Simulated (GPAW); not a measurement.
Crystal: TiSi2.

```
Ti Si
1.0
     0.00000    4.11752    4.26290
     2.38951    0.00000    4.26290
     2.38951    4.11752    0.00000
Ti Si
2 4
Direct
  0.75000 0.75000 0.75000
  0.50000 0.50000 0.50000
  0.41257 0.08743 0.41257
  0.08743 0.41257 0.08743
  0.16257 0.83743 0.16257
  0.83743 0.16257 0.83743
```

The cell is a database's computed one.

Base run:

* Program: GPAW 26.7.0
* Functional: LDA
* Potentials or basis: the program's PAW data sets (release 1.2.1) made for this functional
* Cutoff: 600 eV
* Basis: pw
* k mesh: 6 × 6 × 6
* Occupations: fermi-dirac, width 0.05 eV
* Spin: no spin polarisation
* Hubbard terms: Ti d U = 5 eV

Its results: band gap on the k mesh none (metal or under the smearing width); pressure -0.5 GPa; largest force 0.003 eV/Å.

**Question.** After a change of settings the same cell gave: band gap on the k mesh none (metal or under the smearing width); pressure -1.4 GPa; largest force 0.018 eV/Å. Which change was it?
A. hubbard terms from Ti d U = 5 eV to none
B. hubbard terms from Ti d U = 5 eV to Ti d U = 4 eV
C. hubbard terms from Ti d U = 5 eV to Ti d U = 1 eV

**Answer.** B.

Caveats: U without spin polarisation on a metal has little footing; the U is typed as a test and isn't derived for this compound.
